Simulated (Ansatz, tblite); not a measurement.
# The cluster Ge₂H₃: charged states by level of theory

One table from this session's results is given with a row withheld; the runs are named, their logs left out.

Computed with Ansatz 0.2.0, Gaussian basis. Level: as each input shows.

Plan: charge +1 singlet, at the geometry of the doublet (PBE0-D4/def2-TZVP, PBE-D4/def2-TZVP, r2SCAN-D4/def2-TZVP, LC-ωPBE(0.10)/def2-TZVP, LC-ωPBE(0.15)/def2-TZVP, LC-ωPBE(0.20)/def2-TZVP, LC-ωPBE(0.30)/def2-TZVP, CCSD(T)/def2-TZVPP); charge +1 singlet, relaxed (PBE0-D4/def2-TZVP, PBE-D4/def2-TZVP); charge -1 singlet, at the geometry of the doublet (PBE0-D4/def2-TZVPD, PBE-D4/def2-TZVPD, r2SCAN-D4/def2-TZVPD, LC-ωPBE(0.10)/def2-TZVP, LC-ωPBE(0.15)/def2-TZVP, LC-ωPBE(0.20)/def2-TZVP, LC-ωPBE(0.30)/def2-TZVP, CCSD(T)/def2-TZVPD); charge +1 triplet, at the geometry of the doublet (PBE0-D4/def2-TZVP, PBE-D4/def2-TZVP, r2SCAN-D4/def2-TZVP); charge -1 triplet, at the geometry of the doublet (PBE0-D4/def2-TZVPD, PBE-D4/def2-TZVPD, r2SCAN-D4/def2-TZVPD); the starting doublet's energies come from earlier runs.

## The relaxed structure

The geometry is that of the doublet, from an earlier relaxation (r2SCAN-D4/def2-TZVP). At that level it is the lowest of the isomers that a small search found.

5 atoms, charge 0, spin multiplicity 2.

Atoms are counted from 1 here; the program's logs count them from 0.

Bond lengths: Ge1–Ge2 2.402 Å, Ge1–H3 1.546 Å, Ge1–H5 1.547 Å, Ge2–H4 1.593 Å. Angles: Ge2–Ge1–H3 123.7°, Ge2–Ge1–H5 130.3°, H3–Ge1–H5 106.0°, Ge1–Ge2–H4 87.5°.

Set-up of the first run:

File in.yaml:

```yaml
crystal:
  periodic: [false, false, false]
  atoms:
    - {symbol: Ge, position_ang: [0.238233, -0.050794, 0.599615]}
    - {symbol: Ge, position_ang: [-1.112439, -0.818028, -1.232121]}
    - {symbol: H, position_ang: [0.351201, -0.793312, 1.950849]}
    - {symbol: H, position_ang: [-0.616878, 0.461716, -2.041622]}
    - {symbol: H, position_ang: [1.139893, 1.200418, 0.723278]}
basis:
  gaussian: {orbitals: def2-TZVP}
total_charge: 1
hamiltonian: {xc: pbe0, dispersion: d4}
output: {orbitals: {seedname: orbitals}}
```

Command:

```
> ansatz run in.yaml --threads 2 --pin off --events-out ev --progress --plain --max-ram 4352MiB
```

Steps of the session up to this table: Charge +1 singlet at the fixed geometry, PBE0-D4/def2-TZVP; Charge +1 singlet at the fixed geometry, PBE-D4/def2-TZVP; Charge +1 singlet at the fixed geometry, r2SCAN-D4/def2-TZVP; Charge +1 singlet at the fixed geometry, LC-ωPBE(0.10)/def2-TZVP; Charge +1 singlet at the fixed geometry, LC-ωPBE(0.15)/def2-TZVP; Charge +1 singlet at the fixed geometry, LC-ωPBE(0.20)/def2-TZVP; Charge +1 singlet at the fixed geometry, LC-ωPBE(0.30)/def2-TZVP; Charge +1 singlet at the fixed geometry, CCSD(T)/def2-TZVPP; Relaxing the charge +1 singlet; Charge +1 singlet, PBE0-D4/def2-TZVP; Charge +1 singlet, PBE-D4/def2-TZVP; Charge -1 singlet at the fixed geometry, PBE0-D4/def2-TZVPD; Charge -1 singlet at the fixed geometry, PBE-D4/def2-TZVPD; Charge -1 singlet at the fixed geometry, r2SCAN-D4/def2-TZVPD; Charge -1 singlet at the fixed geometry, LC-ωPBE(0.10)/def2-TZVP; Charge -1 singlet at the fixed geometry, LC-ωPBE(0.15)/def2-TZVP; Charge -1 singlet at the fixed geometry, LC-ωPBE(0.20)/def2-TZVP; Charge -1 singlet at the fixed geometry, LC-ωPBE(0.30)/def2-TZVP; Charge -1 singlet at the fixed geometry, CCSD(T)/def2-TZVPD.

One table of the session follows, with a row left open; its other results are not shown here.

It belongs to the step «Vertical electron affinity». 

```
              method  vertical electron affinity (eV)
       HF/def2-TZVPD                             0.73
   PBE-D4/def2-TZVPD                             1.97
r2SCAN-D4/def2-TZVPD                                ?
  PBE0-D4/def2-TZVPD                             1.89
      MP2/def2-TZVPD                             1.98
     CCSD/def2-TZVPD                             1.85
  CCSD(T)/def2-TZVPD                             2.01
```

Estimate the missing values for r2SCAN-D4/def2-TZVPD.

**Answer.** vertical electron affinity (eV): 1.94. In the column «vertical electron affinity (eV)» it lies between PBE0-D4/def2-TZVPD (1.89) and PBE-D4/def2-TZVPD (1.97).

Limits of these values: The closed-shell reference under CCSD(T)/def2-TZVPD is unstable towards broken spin symmetry, which adds to the doubt on it. The anion's highest level is positive in at least one run, so there the basis alone may hold the extra electron.
